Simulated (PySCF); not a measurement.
Runs of PySCF 2.14.0 on N2BH5. The cell holds a molecule in a box, 8 atoms: a = 13.000 Å, b = 13.000 Å, c = 12.000 Å, α = 90.00°, β = 90.00°, γ = 90.00°. 

```tsv
task	level	three-body dispersion term	conv_tol	grid for exchange and correlation	three-centre integrals	exxdiv	gap on the mesh (eV)
atomic charges	PBEsol+D3(BJ)	no	1e-07 Ha	Becke, atom-centred	read from an earlier run's file	-	6.33
atomic charges	SCAN0	-	1e-07 Ha	Becke, atom-centred	read from an earlier run's file	ewald	(a)
atomic charges	M06-L+D4	yes	1e-07 Ha	Becke, atom-centred	read from an earlier run's file	-	7.37
atomic charges	PBE	-	1e-07 Ha	Becke, atom-centred	-	-	6.23
atomic charges	LDA	-	1e-07 Ha	Becke, atom-centred	read from an earlier run's file	-	6.26
excitation energies (Tamm-Dancoff)	PBE0	-	1e-08 Ha	Becke, atom-centred	read from an earlier run's file	ewald	8.65
CCSD(T) correlation energy	HF	-	1e-08 Ha	-	read from an earlier run's file	ewald	(b)
```

Alike in all rows: potentials or basis cc-pvdz (all-electron); no spin polarisation; cell as given; k mesh 1 × 1 × 1; smearing fixed.

Question: Estimate the missing entries.

Answer: (a) 9.47; (b) 15.30.

Caveats: this is a molecule in a periodic box at the Γ point, so its band gap is the HOMO-LUMO gap; the basis of atomic orbitals isn't converged, which shifts pressures, moduli and gaps; the basis is small and the box finite, so much correlation energy is missing and levels can be off by tenths of an eV (some runs); the iterative solver can pass over a root and still report convergence (some runs).

